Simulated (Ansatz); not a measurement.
I need a short molecular-dynamics run of B2FH5Si, SMILES FBB[SiH3]. Use Ansatz 0.2.0, Python API. Use (for the species named): PBE, 6-31G* basis, multiplicity 1, D4 dispersion.

```xyz
9

F     0.4835    1.0901   -2.7481
B     0.4522    0.2315   -1.6321
B    -0.2896    0.6817   -0.2179
Si   -0.1568   -0.5160    1.3106
H     0.9836   -0.8262   -1.7458
H    -0.7820    1.7497   -0.1110
H    -0.8829   -1.7777    0.9567
H     1.2012   -0.7961    1.6791
H    -0.9206    0.1167    2.4914
```

Script `b2fh5si_md.py`:
```python
'''A short Born-Oppenheimer trajectory of B2FH5Si.'''

import warnings

import ansatz as az
import numpy as np

warnings.simplefilter('ignore', az.DeckWarning)

geometry_ang = [
    ('F', (0.4835, 1.0901, -2.7481)),
    ('B', (0.4522, 0.2315, -1.6321)),
    ('B', (-0.2896, 0.6817, -0.2179)),
    ('Si', (-0.1568, -0.516, 1.3106)),
    ('H', (0.9836, -0.8262, -1.7458)),
    ('H', (-0.782, 1.7497, -0.111)),
    ('H', (-0.8829, -1.7777, 0.9567)),
    ('H', (1.2012, -0.7961, 1.6791)),
    ('H', (-0.9206, 0.1167, 2.4914)),
]
molecule = az.Crystal.molecule()
for symbol, xyz in geometry_ang:
    molecule = molecule.atom(symbol, xyz)

job = (
    molecule.calculation()
    .basis(gaussian='6-31G*')
    .functional('pbe', dispersion='d4')
)
symbols = [site.symbol for site in molecule.cartesian_sites]
start = np.array([site.position_ang for site in molecule.cartesian_sites], dtype=float)
rep = job.relax(force_tolerance=0.02, max_steps=100).run(threads=1, backend='cpu').report
end = np.array(rep['positions_ang'])
minimum = az.Crystal.molecule()
for symbol, place in zip(symbols, end):
    minimum = minimum.atom(symbol, place.tolist())

# dynamics from the relaxed geometry
job = (
    minimum.calculation()
    .basis(gaussian='6-31G*')  # atom-centred Gaussian functions
    .functional('pbe', dispersion='d4')
    .md('nvt_langevin', timestep=1.0, steps=30, temperature=300, initial_velocities='maxwell_boltzmann', seed=72, friction=0.05)
)
frames = []
done = job.session().plan().execute(on_event=lambda e: frames.append(e['data']) if e['event'] == 'md_step' else None)
print('t (fs)   E_pot (eV)      E_kin (eV)   T (K)   d(0-1) (A)')
for f in frames[::2]:
    xyz = np.array(f['positions_ang'])
    print(f'{f["time_fs"]:6.2f} {f["lagrangian_ev"]:14.5f} {f["e_kin_ev"]:10.5f} {f["temperature_k"]:8.1f} {np.linalg.norm(xyz[0] - xyz[1]):9.4f}')
print('mean temperature', round(float(np.mean([f['temperature_k'] for f in frames])), 1), 'K')
```

```console
$ python b2fh5si_md.py
t (fs)   E_pot (eV)      E_kin (eV)   T (K)   d(0-1) (A)
  0.00   -12018.39426    0.31022    266.7    1.3409
  2.00   -12018.26956    0.18473    158.8    1.3407
  4.00   -12018.19663    0.14217    122.2    1.3360
  6.00   -12018.26721    0.31921    274.4    1.3298
  8.00   -12018.22370    0.17889    153.8    1.3233
 10.00   -12018.24072    0.16101    138.4    1.3257
 12.00   -12018.23936    0.15751    135.4    1.3319
 14.00   -12018.23419    0.16366    140.7    1.3340
 16.00   -12018.28958    0.27503    236.4    1.3255
 18.00   -12018.25508    0.28882    248.3    1.3182
 20.00   -12018.26255    0.33341    286.6    1.3247
 22.00   -12018.26699    0.35860    308.3    1.3375
 24.00   -12018.23731    0.32178    276.6    1.3560
 26.00   -12018.18517    0.30513    262.3    1.3737
 28.00   -12018.19873    0.32677    280.9    1.3818
 30.00   -12018.22505    0.36344    312.4    1.3830
mean temperature 220.2 K
```

These settings explore the input space; basis and method may be short of convergence. The trajectory is only some femtoseconds long, so its temperature is not equilibrated; where the script doesn't relax first, it starts from a rough generated geometry. The printed temperature counts all 3N degrees of freedom under Langevin dynamics, so the first row lies under the target. With hydrogen a step over 0.5 fs is long. It ran for 58 s on 1 thread of AMD EPYC 9R14 (Zen 4) (shared host), peak memory 0.22 GiB.

(Lines on the test bed's own set-up are left out of the output.)
